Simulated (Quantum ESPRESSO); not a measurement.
Runs of Quantum ESPRESSO 7.5 on NiMoIrPdW. Symmetry: P3m1, No. 156, trigonal system. Conventional cell: a = 4.147 Å, b = 4.147 Å, c = 5.416 Å, α = 90.00°, β = 90.00°, γ = 120.00°. Ni (site symmetry 3m) has 3 W at 2.40 Å and 3 Ir at 2.71 Å as nearest neighbours. Mo (site symmetry 3m) has 1 W at 2.49 Å and 3 Ir at 2.64 Å and 3 Pd at 2.85 Å as nearest neighbours. Pd (site symmetry 3m) is surrounded by 2 Ir at 2.65 to 2.76 Å and 3 W at 2.76 Å and 3 Ni at 2.82 Å and 3 Mo at 2.85 Å. Around Ir (site symmetry 3m) lie 3 Mo at 2.64 Å and 2 Pd at 2.65 to 2.76 Å and 3 Ni at 2.71 Å and 3 W at 2.77 Å. W (site symmetry 3m) has 3 Ni at 2.40 Å and 1 Mo at 2.49 Å as nearest neighbours. The cell was built by a generator and needn't be a form met in nature.

| task | level | potentials or basis | k mesh | cutoff (eV) | SCF threshold | symmetry | dos occupations | mesh quality | gap on the mesh (eV) | pressure (GPa) | moment (μB) | largest force (eV/Å) |
| --- | --- | --- | --- | --- | --- | --- | --- | --- | --- | --- | --- | --- |
| single point | PBE | SG15 PBE 1.2 | 3 × 3 × 2 | 1020 | 1e-09 Ry | - | - | coarse | none | 1.0 | 0.00 | (a) |
| band structure | PBE | SSSP 1.3 efficiency PBE | 7 × 7 × 5 | 816 | 1e-09 Ry | - | - | not flagged | none | (b) | 0.00 | 0.18 |
| band structure | r2SCAN | SG15 PBE 1.2 | 4 × 4 × 3 | 1020 | 1e-08 Ry | off | - | coarse | none | - | 0.00 | 0.26 |
| density of states | PBE | SG15 PBE 1.2 | 7 × 7 × 5 | 1020 | 1e-09 Ry | - | tetrahedra_opt | not flagged | none | 0.0 | 0.00 | 0.17 |

Alike in all rows: spin collinear, ferromagnetic start; cell as given; smearing fermi-dirac 0.05 eV.

Question: Fill in the values left out.

Answer: (a) 0.69; (b) -0.1.

Caveats: some runs use coarse meshes; the potentials were made for another functional, which shifts forces and pressure (some runs).

A k mesh can miss the band edges, and the runs leave out spin-orbit coupling on Ir, Mo, Pd, W.

A gap of «none» marks a metal or a gap under the smearing width.

Not every run made on this cell is shown here.
